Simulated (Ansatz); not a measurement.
# C2H6Cl2OZr: taking an electron away

One table from this session's results is given with a row withheld; the runs are named, their logs left out.

Program: Ansatz 0.2.0, Gaussian basis. Level of theory: unrestricted cation, the program's frozen cores in correlated methods. These are calculated values, not measurements.

The runs, in order: UKS PBE-D4/def2-TZVPP; UKS r2SCAN-D4/def2-TZVPP; UKS PBE0-D4/def2-TZVPP; UKS B3LYP-D4/def2-TZVPP; UKS wB97X-V/def2-TZVPP; UKS wB97M-V/def2-TZVPP; UKS B2PLYP/def2-TZVPP; UHF-CCSD(T)/def2-TZVPP; UHF-MP2/def2-QZVPP; extrapolation to the limit; then −ε(HOMO) from the neutral's earlier runs with LDA (SPW92), PBE-D4, revPBE-D4, BLYP-D4, r2SCAN-D4, B97M-V, PBE0-D4, B3LYP-D4, r2SCANh-D4, r2SCAN0-D4, HSE06-D4, BHLYP-D4, CAM-B3LYP-D4, LC-ωPBE, ωB97X-V, ωB97M-V.

### The geometry

All runs share one geometry, relaxed beforehand with PBE0-D4 in a triple-zeta def2 set. Zr takes the def2 core potential; no spin-orbit term is included.

SMILES `C[O][Zr]([CH3])([Cl])[Cl]`, 12 atoms, charge 0, spin multiplicity 1.

Atoms are counted from 1 here; the program's logs count them from 0.

Bond lengths: C1–O2 1.395 Å, C1–H7 1.093 Å, C1–H8 1.093 Å, C1–H9 1.093 Å, O2–Zr3 1.879 Å, Zr3–C4 2.198 Å, Zr3–Cl5 2.356 Å, Zr3–Cl6 2.356 Å, C4–H10 1.096 Å, C4–H11 1.096 Å, C4–H12 1.096 Å. Angles: O2–C1–H7 109.8°, O2–C1–H8 110.1°, O2–C1–H9 110.1°, H7–C1–H8 108.9°, H7–C1–H9 108.9°, H8–C1–H9 109.0°, C1–O2–Zr3 174.7°, O2–Zr3–C4 104.0°, O2–Zr3–Cl5 111.6°, O2–Zr3–Cl6 111.5°, C4–Zr3–Cl5 106.9°, C4–Zr3–Cl6 106.9°, Cl5–Zr3–Cl6 115.1°, Zr3–C4–H10 111.1°, Zr3–C4–H11 110.2°, Zr3–C4–H12 111.1°, H10–C4–H11 108.1°, H10–C4–H12 108.1° and more.

Set-up of the first run:

The input, in.yaml:

```yaml
crystal:
  periodic: [false, false, false]
  atoms:
    - {symbol: C, position_ang: [-2.189195, 0.865497, -0.407330]}
    - {symbol: O, position_ang: [-0.850506, 0.644621, -0.081609]}
    - {symbol: Zr, position_ang: [0.959694, 0.512416, 0.404666]}
    - {symbol: C, position_ang: [1.462614, -1.591851, 0.014609]}
    - {symbol: Cl, position_ang: [2.330855, 1.817381, -0.998534]}
    - {symbol: Cl, position_ang: [1.263519, 0.872233, 2.713292]}
    - {symbol: H, position_ang: [-2.565721, 0.035459, -1.011026]}
    - {symbol: H, position_ang: [-2.289542, 1.792402, -0.978488]}
    - {symbol: H, position_ang: [-2.789296, 0.942204, 0.503387]}
    - {symbol: H, position_ang: [1.310965, -1.845016, -1.040526]}
    - {symbol: H, position_ang: [2.513520, -1.781326, 0.263015]}
    - {symbol: H, position_ang: [0.843093, -2.264030, 0.618544]}
basis:
  gaussian: {orbitals: def2-TZVPP}
total_charge: 1
magnetization: {spin_polarized: true, initial_magnetization: 1}
hamiltonian: {xc: pbe, dispersion: d4}
```

Run with:

```
$ ansatz run in.yaml --threads 2 --pin off --events-out ev --progress --plain --max-ram 31744MiB --backend cpu
```

Among the steps run: Cation, UKS PBE-D4/def2-TZVPP; Cation, UKS r2SCAN-D4/def2-TZVPP; Cation, UKS PBE0-D4/def2-TZVPP; Cation, UKS B3LYP-D4/def2-TZVPP; Cation, UKS wB97X-V/def2-TZVPP; Cation, UKS wB97M-V/def2-TZVPP; Cation, UKS B2PLYP (frozen core)/def2-TZVPP; Cation, UHF-CCSD(T)/def2-TZVPP; Cation, UHF-MP2/def2-QZVPP.

One table of the session follows, with a row left open; its other results are not shown here.

Orbital estimates, from the neutral's runs:

```
  functional  −ε(HOMO) (eV)
 LDA (SPW92)           6.77
      PBE-D4           6.63
   revPBE-D4           6.58
     BLYP-D4           6.49
   r2SCAN-D4           6.94
      B97M-V           7.02
     PBE0-D4           7.99
    B3LYP-D4           7.74
  r2SCANh-D4           7.44
  r2SCAN0-D4           8.19
    HSE06-D4           7.58
    BHLYP-D4           9.22
CAM-B3LYP-D4           9.38
     LC-ωPBE          10.81
     ωB97X-V          10.43
     ωB97M-V              ?
```

Estimate the missing values for ωB97M-V.

**Answer.** −ε(HOMO) (eV): 10.29. In the column «−ε(HOMO) (eV)» it lies between CAM-B3LYP-D4 (9.38) and ωB97X-V (10.43).
